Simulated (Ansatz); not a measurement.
## ClGe: an atomisation energy, step by step

Program: the Python package of Ansatz (0.2.0).

At the Python prompt:
```pycon
>>> from collections import Counter
>>> import ansatz as az
>>> from ase import Atoms
>>> def total_energy(molecule, charge=0, unpaired=0):
...     calc = (
...         molecule.calculation()
...         .basis(gaussian="def2-TZVP")
...         .functional("cam_b3lyp")
...     )
...     if charge:
...         calc = calc.charge(charge)
...     if unpaired:
...         calc = calc.spin("collinear", total=unpaired)
...     report = calc.run(threads=1).report
...     if report["published_state_doubts"]:
...         print("  doubts:", report["published_state_doubts"])
...     return report["free_energy_ev"]
...
>>> atoms = Atoms(["Ge", "Cl"], positions=[
...     (0.0, 0.0, 0.0),
...     (0.0, 0.0, 2.13),
... ])
>>> geometry = az.Crystal.molecule_from_ase(atoms)
>>> # Hund ground states
>>> unpaired = {"Ge": 2, "Cl": 1}
>>> counts = Counter(site.symbol for site in geometry.cartesian_sites)
>>> atom_energy = {s: total_energy(az.Crystal.molecule().atom(s, (0, 0, 0)), 0, unpaired[s]) for s in counts}
>>> whole = total_energy(geometry, 0, 1)
>>> for s, e in atom_energy.items():
...     print(f"{s:2s} x{counts[s]}  {e:14.5f} eV")
...
Ge x1    -56519.08593 eV
Cl x1    -12521.75822 eV
>>> print(f"ClGe: {whole:.5f} eV")
ClGe: -69044.87317 eV
>>> split = sum(counts[s] * e for s, e in atom_energy.items()) - whole
>>> print(f"atomisation energy (no zero-point term): {split:.3f} eV, {split / sum(counts.values()):.3f} eV an atom")
atomisation energy (no zero-point term): 4.029 eV, 2.015 eV an atom
```

4.029 eV from the electronic energies, without the zero-point term.

What to keep in mind:
- These settings explore the input space; basis and method may be short of convergence.
- The geometry is a force-field or estimated start, not a minimum of this method, and the basis set is short of its limit. All parts are taken at fixed geometry, without zero-point energy.
- The species is open-shell (spin multiplicity 2).
- The spin state was assumed, and another may lie lower.
- Run time: 4.9 s on 1 thread of Arm Neoverse V1, with other jobs on the host, peak memory 0.25 GiB.
